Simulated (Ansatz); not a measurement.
# CH5NSSi, SMILES N[SiH2]C=S: vertical spin-state energies

Program: Ansatz 0.2.0, Python API.

The cells in order, each with its output:

```python
import ansatz as az
from ase import Atoms
```

```python
BASIS = "def2-TZVP"
XC = "b3lyp"
VDW = "d3bj"
```

```python
atoms = Atoms(["N", "Si", "C", "S", "H", "H", "H", "H", "H"], positions=[
    (-0.8718, 0.7325, -0.9332),
    (0.4897, 0.1475, -0.2312),
    (0.178, -0.5338, 1.4676),
    (-0.4796, -1.9966, 1.6552),
    (-1.608, 0.0239, -1.0277),
    (-0.7127, 1.0616, -1.905),
    (1.0142, -0.8607, -1.185),
    (1.5048, 1.2815, -0.2194),
    (0.5739, 0.0978, 2.3616),
])
ch5nssi = az.Crystal.molecule_from_ase(atoms)
```

```python
job = ch5nssi.calculation().basis(gaussian=BASIS).functional(XC, dispersion=VDW).scf(lower_state_search="off")
found = {}
for unpaired in [0, 2]:
    summary = job.spin("collinear", total=unpaired).run(threads=1, backend="cpu").report
    s = unpaired / 2
    found[unpaired] = summary["free_energy_ev"]
    print(f"2S+1 = {unpaired + 1}: E = {found[unpaired]:.5f} eV, <S^2> = {abs(summary['mean_field']['state']['spin_squared']):.3f} (pure state {s * (s + 1):.2f})")
lowest = min(found, key=found.get)
for unpaired, e in found.items():
    print(f"multiplicity {unpaired + 1}: {(e - found[lowest]):.3f} eV above the lowest")
```

    2S+1 = 1: E = -21324.07547 eV, <S^2> = 0.000 (pure state 0.00)
    2S+1 = 3: E = -21322.79609 eV, <S^2> = 2.007 (pure state 2.00)
    multiplicity 1: 0.000 eV above the lowest
    multiplicity 3: 1.279 eV above the lowest

In order: multiplicity 1 (+0.00 eV) and multiplicity 3 (+1.28 eV), all at the one geometry.

What to keep in mind:
- These settings explore the input space; basis and method may be short of convergence.
- The geometry is a force-field or estimated start, not a minimum of this method, and the basis set is short of its limit. All parts are taken at fixed geometry, without zero-point energy.
- b3lyp holds the VWN-RPA fit, as in Gaussian; the form of ORCA and Turbomole is b3lyp5.
- Finished in 13 s on 1 thread of Intel(R) Xeon(R) Platinum 8488C (Sapphire Rapids), on a shared host, peak memory 0.44 GiB.

(Lines on the test bed's own set-up are left out of the output.)
